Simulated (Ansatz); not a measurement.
# AlF2H2N: the cost of one run

All numbers below are computed with Ansatz 0.2.0 (RHF/6-31G*).

## 1. Starting point

Bond lengths: Al1–N2 1.920 Å, N2–H3 1.060 Å, N2–H4 1.060 Å, Al1–F5 1.690 Å, Al1–F6 1.690 Å. Angles: Al1–N2–H3 120.0°, Al1–N2–H4 120.0°, H3–N2–H4 120.0°, N2–Al1–F5 120.0°, N2–Al1–F6 120.0°, F5–Al1–F6 120.0°.

Structure file:

```xyz
6

Al    0.0000    0.0000    0.0000
N     0.0000    0.0000    1.9200
H    -0.8770   -0.2713    2.4500
H     0.8770    0.2713    2.4500
F     1.4635    0.0000   -0.8450
F    -1.4635    0.0000   -0.8450
```

## 2. Relaxing the start

Input file input.yaml:

```yaml
crystal:
  periodic: [false, false, false]
  atoms:
    - { symbol: Al, position_ang: [0.0, 0.0, 0.0] }
    - { symbol: "N", position_ang: [0.0, 0.0, 1.92] }
    - { symbol: H, position_ang: [-0.877, -0.2713, 2.45] }
    - { symbol: H, position_ang: [0.877, 0.2713, 2.45] }
    - { symbol: F, position_ang: [1.4635, 0.0, -0.845] }
    - { symbol: F, position_ang: [-1.4635, 0.0, -0.845] }
basis:
  gaussian: { orbitals: "6-31G*" }
hamiltonian:
  xc: hf
relax:
  f_tol: 0.02
  max_steps: 40
```

Started as:

```console
ansatz run input.yaml --threads 1 --pin off --max-ram 2048MiB --backend cpu --events-out ev --progress --plain --runs-dir out
```

Q: Estimate wall time and peak memory on 1 thread of Arm Neoverse V2, shared host.

About 5.3 s, with a peak of 0.12 GiB.
